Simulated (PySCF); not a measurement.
# [Er(NH3)]3+: other functionals and bases at one geometry

One table from this session's results is given with a row withheld; the runs are named, their logs left out.

Computed with PySCF 2.14.0. Level: several levels, as the steps say, no spin–orbit coupling.

3 further runs of the same task are left out: 2 for a known fault of the program, 1 that didn't finish.

## Starting geometry

5 atoms, charge 3, spin multiplicity 1.

Bond lengths: Er1–N2 2.290 Å, N2–H3 1.060 Å, N2–H4 1.060 Å, N2–H5 1.060 Å. Angles: Er1–N2–H3 116.1°, Er1–N2–H4 116.1°, Er1–N2–H5 116.1°, H3–N2–H4 102.1°, H3–N2–H5 102.1°, H4–N2–H5 102.1°.

Coordinates:

```xyz
5
charge 3, multiplicity 1
Er    0.0000    0.0000   -0.1244
N     0.0000    0.0000    2.1659
H     0.9519    0.0000    2.6315
H    -0.4760    0.8244    2.6315
H    -0.4759   -0.8244    2.6315
```

Formal oxidation states: Er +3. Each metal's 11 4f electrons lie in its core potential, so multiplicities, spins and levels count the valence alone. An earlier session relaxed this geometry at PBE, Er lcecp-1-SVP with ECP57, N def2-SVP, H def2-SVP (singlet, point group C3v).

At PBE on the finer grid: E = -93.349898 Eh, HOMO -26.72 eV, LUMO -21.55 eV, Mulliken charge on Er1 +2.40 e, largest force component 0.005 eV/Å. 

Levels to run: PBE0; BLYP; wB97X; BP86; PBE, TZVP. Hardware: 2 threads of Intel Xeon Platinum 8259CL at 2.50GHz (Skylake/Cascade Lake), shared host.

The first run:

Input file run.py (the lines that set the calculation):

```python
mol = gto.M(atom='''
Er     0.00000     0.00000    -0.12436
N      0.00000     0.00000     2.16590
H      0.95192     0.00004     2.63148
H     -0.47599     0.82437     2.63148
H     -0.47593    -0.82441     2.63148''',
    basis={'Er': 'lcecp-1-SVP', 'N': 'def2-SVP', 'H': 'def2-SVP'},
    ecp={'Er': 'lcecp-1-SVP'},
    charge=3, spin=0)
mf = dft.RKS(mol, xc='PBE0')
mf.grids.atom_grid = (75, 302)  # f atoms: unpruned, at least (60, 302)
mf = mf.density_fit()  # fitting sets: Er AutoAux, N def2-universal-JKFIT, H def2-universal-JKFIT
mf.conv_tol = 1e-08; mf.max_cycle = 55
mf.kernel(dm0)  # dm0: the density of the relaxed state
```

The run is started by

```
> OMP_NUM_THREADS=2 python run.py
```

Steps of the session up to this table: PBE0; BLYP; wB97X; BP86; PBE, TZVP.

One table of the session follows, with a row left open; its other results are not shown here.

| level | HOMO (eV) | gap (eV) | charge on Er1 (e) | dipole (D) | largest force component (eV/Å) |
| --- | --- | --- | --- | --- | --- |
| PBE (relaxed here) | -26.72 | 5.17 | 2.40 | 4.43 | 0.01 |
| PBE0 | -28.09 | 7.68 | 2.46 | 4.06 | 0.38 |
| BLYP | ? | ? | ? | ? | ? |
| wB97X | -30.41 | 12.69 | 2.48 | 3.70 | 0.52 |
| BP86 | -26.80 | 5.36 | 2.41 | 4.39 | 0.04 |
| PBE, TZVP | -26.65 | 5.10 | 2.51 | 4.46 | 0.34 |

**Question.** Estimate the row for BLYP.

As computed: HOMO (eV): -26.56; gap (eV): 4.97; charge on Er1 (e): 2.39; dipole (D): 4.42; largest force component (eV/Å): 0.19. In the column «HOMO (eV)» it is the highest.

The dipole of a charged species depends on the origin, so these sizes hold for this origin alone.

In one basis the HOMO–LUMO gap runs from 4.97 eV (BLYP) to 12.69 eV (wB97X). The largest leftover force, 0.52 eV/Å with wB97X, stands at a geometry relaxed at another level. With 4f in the core, its levels are missing from HOMO and gap, and its count is fixed, so no charge can pass from the ligands into it. Total energies of different levels can't be compared.
